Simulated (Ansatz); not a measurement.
Run this with Ansatz 0.2.0, Python API and show what comes out.

The script, `pbau2_edit.py`:
```python
import warnings

import ansatz as az
from pymatgen.core import Lattice, Structure
from pymatgen.io.ase import AseAtomsAdaptor

warnings.simplefilter("ignore", az.DeckWarning)

pmg_structure = Structure(
    Lattice([(0.0, 3.9635, 3.9635), (3.9635, 0.0, 3.9635), (3.9635, 3.9635, 0.0)]),
    ["Pb", "Pb", "Au", "Au", "Au", "Au"],
    [
        (0.0, 0.0, 0.0),
        (0.25, 0.25, 0.25),
        (0.625, 0.625, 0.625),
        (0.125, 0.625, 0.625),
        (0.625, 0.625, 0.125),
        (0.625, 0.125, 0.625),
    ],
)
crystal = az.Crystal.from_ase(AseAtomsAdaptor.get_atoms(pmg_structure))

calculation = crystal.calculation()
calculation = calculation.functional(az.Functional.R2SCAN).pseudopotentials("paw")
calculation = calculation.kpoints(length=22)
calculation = calculation.occupations("methfessel_paxton", width=0.1)
calculation = calculation.band_table()
typed = calculation.input()
rows = []
for value in [4, 6, 9]:
    edited = typed.set(az.key.basis.ecutrho_ratio, value)
    r = az.Session.from_dict(edited).plan().execute().report
    rows.append((value, r["free_energy_ev"], r["n_iterations"], len(r["eigenvalues_ev"][0]) if "eigenvalues_ev" in r else 0))
lines = [",".join(["density ratio", "F eV", "iterations", "bands listed"])] + [",".join(f"{v:.4f}" if isinstance(v, float) else str(v) for v in row) for row in rows]
print("\n".join(lines))
with open("edit.csv", "w") as handle:
    handle.write("\n".join(lines) + "\n")
print(edited.to_yaml())
```

```console
$ python pbau2_edit.py
density ratio,F eV,iterations,bands listed
4,-76495.9959,7,61
6,-76495.9957,7,61
9,-76495.9957,7,61
crystal:
  lattice:
    - [0.0, 3.9635, 3.9635]
    - [3.9635, 0.0, 3.9635]
    - [3.9635, 3.9635, 0.0]
  atoms:
    - { symbol: Pb, position: [0.0, 0.0, 0.0] }
    - { symbol: Pb, position: [0.25, 0.25, 0.25] }
    - { symbol: Au, position: [0.625, 0.625, 0.625] }
    - { symbol: Au, position: [0.125, 0.625, 0.625] }
    - { symbol: Au, position: [0.625, 0.625, 0.125] }
    - { symbol: Au, position: [0.625, 0.125, 0.625] }
kpoints:
  mp_grid:
    grid: [5, 5, 5]
hamiltonian:
  xc: r2scan
  pseudopotentials:
    kind: paw
scf:
  occupations:
    method: methfessel_paxton
    width: 0.1
output:
  eigenvalues: true
basis:
  ecutrho_ratio: 9
```

Total energies depend on the potentials; only differences at equal settings carry meaning. A total without «per atom» is that of the cell as typed. Cold and Methfessel-Paxton smearing aren't meant for a gap as narrow as their width. Spin-orbit coupling, which matters for elements this heavy, is left out. The structure is a deposited one; some such entries were measured under pressure or heat, so a shift against it needn't be the functional's error alone. It ran for 27 s on 1 thread of Arm Neoverse V2, on a shared host, peak memory 1.4 GiB.

(Lines on the test bed's own set-up are left out of the output.)
